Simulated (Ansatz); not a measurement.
# C2H9NOSi2: the cost of one run

Program: Ansatz 0.2.0. Level of theory: RKS PBE0-D4/STO-3G. These are calculated values, not measurements.

## (1) Starting point

Bond lengths: C1–Si2 1.816 Å, Si2–Si3 2.336 Å, Si3–N4 1.665 Å, Si3–C5 1.856 Å, C5–O6 1.229 Å, C1–H7 1.117 Å, C1–H8 1.117 Å, C1–H9 1.041 Å, Si2–H10 1.513 Å, Si2–H11 1.469 Å, Si3–H12 1.532 Å, N4–H13 1.140 Å, N4–H14 1.011 Å, C5–H15 1.116 Å. Angles (14 of 24 angles, heavy atoms first): C1–Si2–Si3 110.3°, Si2–Si3–N4 114.1°, Si2–Si3–C5 105.2°, N4–Si3–C5 115.8°, Si3–C5–O6 118.5°, C1–Si2–H10 109.0°, C1–Si2–H11 109.2°, Si3–Si2–H10 109.2°, Si3–Si2–H11 111.3°, Si2–C1–H7 110.1°, Si2–C1–H8 109.2°, Si2–C1–H9 115.0°, Si2–Si3–H12 108.5°, N4–Si3–H12 103.9°.

As a file:

```xyz
15

C    -0.8144   -2.0424    0.2154
Si    0.8348   -1.2823    0.1805
Si    0.6681    0.9976   -0.3010
N    -0.0191    1.3323   -1.7798
C    -0.1805    1.7448    1.1711
O    -1.3704    2.0387    1.0755
H    -1.3310   -1.8824   -0.7622
H    -1.4534   -1.4975    0.9514
H    -0.8283   -3.0496    0.4777
H     1.4862   -1.4592    1.5344
H     1.6671   -1.9773   -0.8099
H     2.0822    1.5752   -0.4138
H    -1.1449    1.2154   -1.6476
H    -0.0254    2.3262   -1.9674
H     0.4072    1.9098    2.1051
```

## (2) Preparing the start

Contents of input.yaml:

```yaml
crystal:
  periodic: [false, false, false]
  atoms:
    - { symbol: C, position_ang: [-0.8144, -2.0424, 0.2154] }
    - { symbol: Si, position_ang: [0.8348, -1.2823, 0.1805] }
    - { symbol: Si, position_ang: [0.6681, 0.9976, -0.301] }
    - { symbol: "N", position_ang: [-0.0191, 1.3323, -1.7798] }
    - { symbol: C, position_ang: [-0.1805, 1.7448, 1.1711] }
    - { symbol: O, position_ang: [-1.3704, 2.0387, 1.0755] }
    - { symbol: H, position_ang: [-1.331, -1.8824, -0.7622] }
    - { symbol: H, position_ang: [-1.4534, -1.4975, 0.9514] }
    - { symbol: H, position_ang: [-0.8283, -3.0496, 0.4777] }
    - { symbol: H, position_ang: [1.4862, -1.4592, 1.5344] }
    - { symbol: H, position_ang: [1.6671, -1.9773, -0.8099] }
    - { symbol: H, position_ang: [2.0822, 1.5752, -0.4138] }
    - { symbol: H, position_ang: [-1.1449, 1.2154, -1.6476] }
    - { symbol: H, position_ang: [-0.0254, 2.3262, -1.9674] }
    - { symbol: H, position_ang: [0.4072, 1.9098, 2.1051] }
basis:
  gaussian: { orbitals: STO-3G }
hamiltonian:
  xc: pbe0
  dispersion: d4
relax:
  f_tol: 0.02
  max_steps: 40
scf:
  lower_state_search: "off"
```

On the command line:

```bash
ansatz run input.yaml --threads 1 --pin off --max-ram 2048MiB --backend cpu --events-out ev --progress --plain --runs-dir out
```

What time and memory should one allow on 1 thread of Arm Neoverse V2, shared host?

About 47 s, with a peak of 0.14 GiB.
